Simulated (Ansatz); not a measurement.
# B₂BrFH₄Si: one species, many methods

Aim: compute B₂BrFH₄Si with functionals from several rungs and with coupled cluster, and see how far each lands from CCSD(T) at the basis-set limit for the atomisation energy.

Program: Ansatz 0.2.0, Gaussian basis. Level of theory: functionals in def2-TZVPP, the program's frozen cores in correlated methods. These are calculated values, not measurements.

Plan: LDA (SPW92), PBE-D4, revPBE-D4, BLYP-D4, r2SCAN-D4, B97M-V, PBE0-D4, B3LYP-D4, r2SCANh-D4, r2SCAN0-D4, HSE06-D4, BHLYP-D4, CAM-B3LYP-D4, LC-ωPBE, ωB97X-V, ωB97M-V, B2PLYP, PBE-QIDH; CCSD(T)/def2-SVP; CCSD(T)/def2-TZVPP; MP2/def2-QZVPP; extrapolation to the limit; RPA on PBE.

### 1 The geometry

All runs share one geometry, relaxed beforehand with PBE0-D4 in a triple-zeta def2 set.

SMILES `FBB([SiH3])Br`, 9 atoms, charge 0, spin multiplicity 1.

Atoms are counted from 1 here; the program's logs count them from 0.

Bond lengths: F1–B2 1.326 Å, B2–B3 1.684 Å, B2–H6 1.205 Å, B3–Si4 2.016 Å, B3–Br5 1.913 Å, Si4–H7 1.489 Å, Si4–H8 1.486 Å, Si4–H9 1.492 Å. Angles: F1–B2–B3 121.0°, F1–B2–H6 116.4°, B3–B2–H6 122.6°, B2–B3–Si4 127.3°, B2–B3–Br5 114.3°, Si4–B3–Br5 118.3°, B3–Si4–H7 111.1°, B3–Si4–H8 112.3°, B3–Si4–H9 107.0°, H7–Si4–H8 109.6°, H7–Si4–H9 107.8°, H8–Si4–H9 109.0°.

### 2 LDA

This LDA is Slater exchange with PW92 correlation.

Contents of in.yaml:

```yaml
crystal:
  periodic: [false, false, false]
  atoms:
    - {symbol: F, position_ang: [2.552143, -0.877114, -0.504109]}
    - {symbol: B, position_ang: [1.830571, 0.127747, -0.027448]}
    - {symbol: B, position_ang: [0.232395, 0.352215, -0.509279]}
    - {symbol: Si, position_ang: [-1.423698, -0.385708, 0.372552]}
    - {symbol: Br, position_ang: [0.017263, 1.541610, -1.991920]}
    - {symbol: H, position_ang: [2.382043, 0.860014, 0.754468]}
    - {symbol: H, position_ang: [-1.212514, -1.790785, 0.816768]}
    - {symbol: H, position_ang: [-2.613447, -0.317355, -0.515048]}
    - {symbol: H, position_ang: [-1.676256, 0.443075, 1.586814]}
basis:
  gaussian: {orbitals: def2-TZVPP}
hamiltonian: {xc: lda}
output: {orbitals: {seedname: orbitals}}
```

Further steps of the session: PBE-D4 (GGA); revPBE-D4 (GGA); BLYP-D4 (GGA); r2SCAN-D4 (meta-GGA); B97M-V (meta-GGA); PBE0-D4 (hybrid); B3LYP-D4 (hybrid); r2SCANh-D4 (hybrid); r2SCAN0-D4 (hybrid); HSE06-D4 (hybrid); BHLYP-D4 (hybrid); CAM-B3LYP-D4 (range-separated); LC-ωPBE (range-separated); ωB97X-V (range-separated); ωB97M-V (range-separated); B2PLYP (double hybrid); PBE-QIDH (double hybrid); CCSD(T) in def2-SVP; CCSD(T) in def2-TZVPP; MP2 in def2-QZVPP; RPA on PBE orbitals.

**Question.** What will the summary of the whole plan be? Wanted: atomisation energy, CCSD(T)/CBS; farthest beyond LDA; mean size of error, GGA; mean size of error, meta-GGA; mean size of error, hybrid; mean size of error, range-separated; mean size of error, double hybrid; gap, smallest and largest; T1 diagnostic.

As calculated:

| quantity | value |
| --- | --- |
| atomisation energy, CCSD(T)/CBS | 2998.1 kJ/mol |
| functionals within 30.0 kJ/mol (1.0 %) | revPBE-D4, BLYP-D4, PBE0-D4, B3LYP-D4, r2SCANh-D4, r2SCAN0-D4, HSE06-D4, CAM-B3LYP-D4, LC-ωPBE, ωB97X-V, ωB97M-V, B2PLYP, PBE-QIDH |
| farthest beyond LDA | PBE-D4 (+52.8 kJ/mol) |
| mean size of error, GGA | 25.9 kJ/mol |
| mean size of error, meta-GGA | 37.3 kJ/mol |
| mean size of error, hybrid | 19.2 kJ/mol |
| mean size of error, range-separated | 14.5 kJ/mol |
| mean size of error, double hybrid | 11.9 kJ/mol |
| gap, smallest and largest | 2.66 eV (LDA (SPW92)), 9.79 eV (LC-ωPBE) |
| T1 diagnostic | 0.0133 |
| triples share of the correlation energy | 3.4 % |

**Reading.** LDA overbinds by 409.0 kJ/mol (14 %). PBE-D4 misses by +52.8 kJ/mol. Double hybrids carry the basis error of their MP2 part in triple zeta, and no dispersion term here, so their miss is partly the set-up's. The rungs double hybrid, range-separated, hybrid, GGA miss on average by less than the doubt on the reference (30.0 kJ/mol), so they tie. Misses under about 30.0 kJ/mol are within the doubt on the reference itself, which lacks core-valence correlation, relativity and higher excitations, and its outer-core shells are covered unevenly. All levels share the lack of spin-orbit coupling, which lowers the free heavy atoms and so the true binding. Hartree-Fock recovers 78 % of the binding; the rest is correlation. CCSD(T) in def2-SVP is off by -146.6 kJ/mol, so the small basis spoils what the method gains. Orbital gaps span 2.7 to 9.8 eV; exact exchange widens them. Correlated methods include outer-core shells of Br, which these sets cover unevenly.
